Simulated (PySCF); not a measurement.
# NbO2: structure of the doublet

The task is one start of a wider search on NbO2: the doublet, from a linear start. It is relaxed, tested by its Hessian and followed downhill if it is a saddle.

Computed with PySCF 2.14.0. Level: B3LYP, basis Nb def2-TZVP with ECP28, O def2-TZVP, scalar-relativistic core potentials, no spin–orbit coupling, density fitting.

### 1 Where the work starts

3 atoms, charge 0, spin multiplicity 2.

Bond lengths: Nb1–O2 1.820 Å, Nb1–O3 1.820 Å. Angles: O2–Nb1–O3 180.0°.

Coordinates in bohr (charge 0 multiplicity 2):
```
Nb    0.0000    0.0000    0.0000
O     0.0000    0.0000    3.4393
O     0.0000    0.0000   -3.4393
```

### 2 First SCF at the start

The steps below are one call of a driver around PySCF. For each, scf.py gives the equivalent set-up of the SCF; relaxations use the driver's own optimiser. After this first run the driver tries any further starts and a stability analysis.

scf.py

```python
from pyscf import gto, scf, dft
mol = gto.M(atom='''
Nb     0.000000     0.000000     0.000000
O      0.000000     0.000000     1.820000
O      0.000000     0.000000    -1.820000''',
    basis={'Nb': 'def2-TZVP', 'O': 'def2-TZVP'},
    ecp={'Nb': 'def2-TZVP'},
    charge=0, spin=1)
mf = dft.UKS(mol, xc='B3LYP')
mf.grids.atom_grid = (50, 194)
aux = {'Nb': 'def2-universal-JKFIT', 'O': 'def2-universal-JKFIT'}
mf = mf.density_fit(auxbasis=aux)
mf.conv_tol = 1e-08
mf.diis_space = 10
mf.max_cycle = 60
mf.init_guess = 'minao'
mf.verbose = 4
mf.kernel()
```

Launch:

```sh
$ OMP_NUM_THREADS=4 python axn.py task.json out
```

Log:

```text
init E= -201.208193746244
[... the frontier-level lines of each cycle are left out ...]
cycle= 1 E= -207.010285245073  delta_E= -5.8  |g|= 0.969  |ddm|= 3.25
cycle= 2 E= -206.68301673904  delta_E= 0.327  |g|= 1.11  |ddm|=  2.2
cycle= 3 E= -205.889860802456  delta_E= 0.793  |g|= 1.78  |ddm|= 2.15
cycle= 4 E= -207.459270254576  delta_E= -1.57  |g|= 0.137  |ddm|= 1.19
cycle= 5 E= -207.467843894913  delta_E= -0.00857  |g|= 0.0461  |ddm|= 0.0762
cycle= 6 E= -207.468741525578  delta_E= -0.000898  |g|= 0.015  |ddm|= 0.0204
cycle= 7 E= -207.468859871911  delta_E= -0.000118  |g|= 0.00156  |ddm|= 0.00932
cycle= 8 E= -207.468862271943  delta_E= -2.4e-06  |g|= 0.000458  |ddm|= 0.00194
cycle= 9 E= -207.468862832435  delta_E= -5.6e-07  |g|= 0.000184  |ddm|= 0.000984
cycle= 10 E= -207.468862960435  delta_E= -1.28e-07  |g|= 5.31e-05  |ddm|= 0.000637
cycle= 11 E= -207.468862965442  delta_E= -5.01e-09  |g|= 7.69e-06  |ddm|= 0.000127
Extra cycle  E= -207.468862965343  delta_E= 9.91e-11  |g|= 1.98e-05  |ddm|= 1.62e-05
converged SCF energy = -207.468862965343  <S^2> = 0.7563986  2S+1 = 2.0063884
```

This step, with its further starts and checks, ran for 11 s (4 threads of Arm Neoverse V1, shared host).

The starts that the driver tried:

```tsv
start	energy (Eh)
the minimal-basis guess	-207.468863
a thermally smeared density	-207.468863
a smeared PBE density	-207.468863
```

The test of internal stability and the other starts found no lower solution of this spin.

### 3 Relaxation: linear start, doublet

The program finds D∞h symmetry in the start, which this walk keeps. Threshold on the gradient: 0.0003 Eh/bohr, with a further test on the energy change.

scf.py: that of step 2 with these lines changed.

```diff
@@ -16 +15,0 @@
-mf.init_guess = 'minao'
```

Steps of the walk:

```tsv
step	energy (Eh)	change (kJ/mol)	largest symmetric gradient (Eh/bohr)
0	-207.468864	0.00	0.01506
1	-207.469277	-1.08	0.00579
2	-207.469343	-1.26	0.00024
3	-207.469343	-1.26	0.00000
```

The walk took 5.2 s.

After 3 steps and 1.3 kJ/mol it ends at D∞h: Nb–O 1.803 Å (×2); O–Nb–O 180.0°.

### 4 Frequencies

On the finer grid the gradient is checked again; gradients at displacements of ±0.02 bohr then give force constants and infrared intensities.

scf.py: that of step 3 with these lines changed.

```diff
@@ -4,2 +4,2 @@
-O      0.000000     0.000000     1.820000
-O      0.000000     0.000000    -1.820000''',
+O      0.000000     0.000000     1.803392
+O     -0.000000    -0.000000    -1.803392''',
@@ -10 +10 @@
-mf.grids.atom_grid = (50, 194)
+mf.grids.atom_grid = (75, 302)
@@ -13 +13 @@
-mf.conv_tol = 1e-08
+mf.conv_tol = 1e-10
```

The driver hands on the density of the step before, so the log starts near convergence.

SCF at the final geometry:

```text
init E= -207.469281907391
[... the frontier-level lines of each cycle are left out ...]
cycle= 1 E= -207.469281907375  delta_E= 1.6e-11  |g|= 6.75e-06  |ddm|= 4.49e-06
Extra cycle  E= -207.469281907211  delta_E= 1.63e-10  |g|= 2.15e-05  |ddm|= 1.28e-05
converged SCF energy = -207.469281907211  <S^2> = 0.75591321  2S+1 = 2.0059045
```

The whole step took 18 s.

Geometry: D∞h; Nb–O 1.803 Å (×2); O–Nb–O 180.0°.

Modes, for the most abundant isotopes:

```
ω (cm⁻¹)  IR (km/mol)     type
    321i          159     bend
    321i          159     bend
     799          854  stretch
     909          0.0  stretch
```

With 2 modes imaginary (up to 321i cm⁻¹) this point is a saddle.

The SCF density has lower symmetry than the nuclear frame, so the modes carry no labels; pairs that should be degenerate can split.

Constants and moments:

| Item | Value |
| --- | --- |
| Dipole moment | 0.00 D |
| Highest occupied level | -6.71 eV |
| Lowest empty level | -4.44 eV |
| Rotational constants | 0.162 cm⁻¹ |
| Zero-point energy (real modes) | 10.2 kJ/mol |
| Principal polarisabilities | 32.7, 32.7, 65.0 bohr³ |
| Atomisation energy without zero-point energy | 1144 kJ/mol |
| Principal traceless quadrupole moments about the centre of mass | -25.24, 12.62, 12.62 D Å |
| Spin squared ⟨S²⟩ | 0.756 |

Populations by atom (charges in e):

```json
{"atom": "Nb1", "Mulliken": "1.37", "Löwdin": "0.90", "polar tensor": "2.83", "spin (Mulliken)": "1.13", "Mayer order to Nb1": "–"}
{"atom": "O2,3", "Mulliken": "-0.69", "Löwdin": "-0.45", "polar tensor": "-1.42", "spin (Mulliken)": "-0.07", "Mayer order to Nb1": "1.83"}
```

Mulliken populations on Nb1 (outside its core potential): s 2.06, p 6.36, d 3.12, f 0.09.

### 5 Downhill along the imaginary mode

The start is the last point, displaced along its most imaginary mode.

The program finds C2v symmetry in the start, which this walk keeps. The walk stops when the largest gradient is under 0.0003 Eh/bohr and the energy has settled too.

scf.py: that of step 4 with these lines changed.

```diff
@@ -3,3 +3,3 @@
-Nb     0.000000     0.000000     0.000000
-O      0.000000     0.000000     1.803392
-O     -0.000000    -0.000000    -1.803392''',
+Nb     0.000002    -0.041319     0.000000
+O     -0.000006     0.120000     1.803392
+O     -0.000006     0.120000    -1.803392''',
@@ -10 +10 @@
-mf.grids.atom_grid = (75, 302)
+mf.grids.atom_grid = (50, 194)
@@ -13 +13 @@
-mf.conv_tol = 1e-10
+mf.conv_tol = 1e-08
```

Steps of the walk:

```tsv
step	energy (Eh)	change (kJ/mol)	largest symmetric gradient (Eh/bohr)
0	-207.473186	0.00	0.02306
1	-207.482029	-23.22	0.03701
2	-207.497455	-63.72	0.03564
3	-207.509272	-94.74	0.09405
4	-207.521818	-127.68	0.06732
5	-207.541497	-179.35	0.02923
6	-207.555207	-215.35	0.00768
7	-207.555450	-215.99	0.00454
8	-207.555479	-216.06	0.00035
9	-207.555479	-216.06	0.00002
```

The walk took 17 s.

Geometry (Å) and forces (eV/Å) at some steps:

```
step 0
Nb   0.000  -0.041   0.000   0.001  -1.186   0.000
O    0.000   0.120   1.803   0.000   0.593  -0.564
O    0.000   0.120  -1.803   0.000   0.593   0.564
step 1
Nb   0.000  -0.130   0.000   0.006  -1.903   0.000
O    0.000   0.164   1.776  -0.003   0.952  -0.548
O    0.000   0.164  -1.776  -0.003   0.952   0.548
step 5
Nb   0.000  -0.490   0.000   0.000  -1.503   0.000
O    0.000   0.345   1.531   0.000   0.752  -1.153
O    0.000   0.345  -1.531   0.000   0.752   1.153
step 9
Nb   0.000  -0.628   0.000   0.000   0.001   0.000
O    0.000   0.413   1.361   0.000   0.000  -0.001
O    0.000   0.413  -1.361   0.000   0.000   0.001
```

It settles in C2v symmetry, 216.1 kJ/mol below the start, after 9 steps: Nb–O 1.713 Å (×2); O–Nb–O 105.2°.

### 6 Frequencies

The same treatment as at the point before.

scf.py: that of step 5 with these lines changed.

```diff
@@ -3,3 +3,3 @@
-Nb     0.000002    -0.041319     0.000000
-O     -0.000006     0.120000     1.803392
-O     -0.000006     0.120000    -1.803392''',
+Nb     0.000013    -0.266117     0.000000
+O     -0.000039     0.773916     1.361451
+O     -0.000039     0.773916    -1.361451''',
@@ -10 +10 @@
-mf.grids.atom_grid = (50, 194)
+mf.grids.atom_grid = (75, 302)
@@ -13 +13 @@
-mf.conv_tol = 1e-08
+mf.conv_tol = 1e-10
```

SCF at the final geometry:

```text
init E= -207.555539908548
[... the frontier-level lines of each cycle are left out ...]
cycle= 1 E= -207.55553990854  delta_E= 7.79e-12  |g|= 4.72e-06  |ddm|= 3.76e-06
Extra cycle  E= -207.555539908437  delta_E= 1.03e-10  |g|= 1.71e-05  |ddm|= 9.88e-06
converged SCF energy = -207.555539908437  <S^2> = 0.75588805  2S+1 = 2.0058794
```

The whole step ran for 25 s (4 threads of Arm Neoverse V1, shared host).

Geometry: C2v; Nb–O 1.713 Å (×2); O–Nb–O 105.2°.

Harmonic modes (main isotopes):

```csv
symmetry,ω (cm⁻¹),IR (km/mol),μ (u),type
a1,354,0.8,17.87,bend
b2,959,239,18.77,stretch
a1,1011,137,17.91,stretch
```

No imaginary mode, so this is a minimum.

Properties at this point:

```
Dipole moment                                                   : 5.22 D
Highest occupied level                                          : -5.88 eV
Lowest empty level                                              : -3.50 eV
Rotational constants                                            : 0.6549, 0.2843, 0.1982 cm⁻¹
Zero-point energy                                               : 13.9 kJ/mol
Principal polarisabilities                                      : 54.0, 68.3, 77.4 bohr³
Atomisation energy without zero-point energy                    : 1371 kJ/mol
Principal traceless quadrupole moments about the centre of mass : -7.41, 3.20, 4.22 D Å
Entropy at 298.15 K and 1 bar (electronic part: spin only)      : 272.2 J/(mol K)
Heat capacity Cp at 298.15 K                                    : 43.1 J/(mol K)
Enthalpy at 298.15 K above 0 K                                  : 11.06 kJ/mol
Rotational symmetry number                                      : 2
Spin squared ⟨S²⟩                                               : 0.756
```

Charges (e) and bond orders:

```json
{"atom": "Nb1", "Mulliken": "1.11", "Löwdin": "0.59", "polar tensor": "1.59", "spin (Mulliken)": "1.09", "Mayer order to Nb1": "–"}
{"atom": "O2,3", "Mulliken": "-0.55", "Löwdin": "-0.30", "polar tensor": "-0.80", "spin (Mulliken)": "-0.04", "Mayer order to Nb1": "2.11"}
```

Outer orbital energies (eV). α occupied: -23.97, -10.68, -10.40, -9.85, -9.45, -9.27, -8.07, -5.88; empty: -3.30, -3.06, -1.34, -0.66. β occupied: -24.27, -24.03, -10.65, -10.40, -9.87, -9.48, -9.19, -8.12; empty: -3.50, -2.73, -2.49, -1.10.

Mulliken populations on Nb1 (outside its core potential): s 2.57, p 6.17, d 3.08, f 0.08.

### 7 The points found, side by side

| spin | group | bonds | imaginary modes (cm⁻¹) | ΔE (kJ/mol) | with zero-point energy |
| --- | --- | --- | --- | --- | --- |
| doublet | C2v | Nb–O 1.713 Å (×2) | none | 0.0 | 0.0 |
| doublet | D∞h (density of lower symmetry) | Nb–O 1.803 Å (×2) | 321i, 321i | 226.5 | – |

### 8 Outcome

```
                                          quantity                             value
                                           minimum                      doublet, C2v
                                          geometry  Nb–O 1.713 Å (×2); O–Nb–O 105.2°
                                wavenumbers (cm⁻¹)     354 (a1), 959 (b2), 1011 (a1)
                                     dipole moment                            5.22 D
highest occupied, lowest empty level (either spin)                   -5.88, -3.50 eV
                        polar-tensor charge of Nb1                           +1.59 e
                                 zero-point energy                       13.9 kJ/mol
                               entropy at 298.15 K                   272.2 J/(mol K)
         atomisation energy (no zero-point energy)                       1371 kJ/mol
                                              ⟨S²⟩                             0.756
```

In words: From D∞h at the start the molecule goes to a C2v minimum, after a stop at a second-order saddle point 226.5 kJ/mol higher, from which it was pushed off along an imaginary mode. The strongest infrared band lies at 959 cm⁻¹ (b2, stretch). With 5.2 D the molecule is strongly polar. Most of the spin sits on Nb1 (Mulliken spin 1.09, against 1 for the whole molecule). Only this shape and spin were tried, so other structures or states may lie lower. One determinant may miss the lowest occupation of an open d or f shell.

The search up to here took 77 s.
